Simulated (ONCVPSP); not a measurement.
**I: generating and testing an ONCV potential**

Aim: build the potential from the settings below, then test how well it stands in for the atom: other configurations, scattering, ghost states and the plane-wave cutoff that it needs.

The numbers are computed with ONCVPSP 4.0.1.1 (patched build) (PBE, scalar-relativistic, spin-unpolarised reference atom).

### Step 1. The design

Typed settings, in words:

* element: iodine (I, Z = 53)
* type: optimised norm-conserving Vanderbilt (ONCV)
* frozen core: [Ar] 3d10
* valence charge: 25
* reference configuration: 4s2 4p6 4d10 5s2 5p5
* partial waves: 4s+5s: rc 1.30 bohr, ncon 4, nbas 8, qcut 7.2 1/bohr, 2 projectors; 4p+5p: rc 1.25 bohr, ncon 4, nbas 8, qcut 10.4 1/bohr, 3 projectors, debl 1.2 Ha; 4d: rc 1.40 bohr, ncon 3, nbas 8, qcut 13.3 1/bohr, 2 projectors, debl 1.9 Ha
* local potential: polynomial inside 0.95 bohr (lpopt 5, dvloc0 3 Ha)
* core correction: Teter function, fcfact 2.5, rcfact 1.05

An earlier all-electron run gives the scale for the radii.

All-electron outer shells of the reference configuration (PBE, scalar-relativistic, ld1.x):

```
shell  level (eV)  outermost node (bohr)  outermost maximum (bohr)
   3p     -859.35                   0.13                      0.28
   3d     -605.97                      –                      0.23
   4s     -180.60                   0.37                      0.68
   4p     -127.57                   0.37                      0.72
   4d      -50.28                   0.35                      0.78
   5s      -17.41                   0.88                      1.70
   5p       -7.09                   0.96                      2.02
```

### Step 2. Generation

File I.dat:

```
# ATOM AND REFERENCE CONFIGURATION
# atsym  z   nc   nv     iexc    psfile
  I 53.00    6    5        4      upf
#
#   n    l    f
    1    0    2.00
    2    0    2.00
    2    1    6.00
    3    0    2.00
    3    1    6.00
    3    2   10.00
    4    0    2.00
    4    1    6.00
    4    2   10.00
    5    0    2.00
    5    1    5.00
#
# PSEUDOPOTENTIAL AND OPTIMIZATION
# lmax
    2
#
#   l,   rc,      ep,       ncon, nbas, qcut
    0    1.30    0.00    4    8    7.20
    1    1.25    0.00    4    8   10.40
    2    1.40    0.00    3    8   13.30
#
# LOCAL POTENTIAL
# lloc, lpopt,  rc(5),   dvloc0
    4    5    0.95    3.00
#
# VANDERBILT-KLEINMAN-BYLANDER PROJECTORs
# l, nproj, debl
    0    2    1.60
    1    3    1.20
    2    2    1.90
#
# MODEL CORE CHARGE
# icmod, fcfact, rcfact
    3    2.50    1.05
#
# LOG DERIVATIVE ANALYSIS
# epsh1, epsh2, depsh
   -8.00    5.00    0.04
#
# OUTPUT GRID
# rlmax, drl
    6.00    0.01
#
# TEST CONFIGURATIONS
# ncnf
    4
# nvcnf
#   n    l    f
    5
    4    0    2.00
    4    1    6.00
    4    2   10.00
    5    0    2.00
    5    1    4.00
#
    5
    4    0    2.00
    4    1    6.00
    4    2   10.00
    5    0    2.00
    5    1    3.00
#
    5
    4    0    2.00
    4    1    6.00
    4    2   10.00
    5    0    2.00
    5    1    2.00
#
    5
    4    0    2.00
    4    1    5.00
    4    2   10.00
    5    0    2.00
    5    1    5.00
#
```

On the command line:

```console
$ oncvpsp.x < I.dat > I.out
```

Before running it: what results should come out? Wanted: cutoffs for 1 and 0.1 mHa per electron, occupied waves; bound ghosts; GHOST(+) flags; largest test error; largest phase difference near zero energy, channels read; rms error of d²Exc/dn², without and with the model core.

As calculated:

| quantity | value |
| --- | --- |
| cutoffs for 1 and 0.1 mHa per electron, occupied waves | 52 Ha and 114 Ha |
| bound ghosts | none found |
| GHOST(+) flags | s at 242 eV |
| largest test error (AE − PS) | -154 meV, for 4s2 4p5 4d10 5s2 5p5 |
| largest phase difference near zero energy, channels read | 0.001 rad |
| rms error of d²Exc/dn², without and with the model core | 3.97 and 1.24 mHa |

What this shows: The worst unpolarised test, 4s2 4p5 4d10 5s2 5p5, is off by 154 meV on 136.4 eV; by total energies transferability rates as fair for so large an energy. That test lies far up in energy; among those under 40 eV, nearer to bonding, the largest error is 6.8 meV. It counts as hard, with 52 Ha needed at the looser tolerance. At the looser tolerance the 4d wave is the slowest; 4p needs 28 Ha. The program's ghost test flags no bound state. Near zero energy the phases of the channels with partial waves agree within 0.001 rad. The program also flags highly localised states, GHOST(+) (s). All of this concerns the isolated atom, not yet a solid.
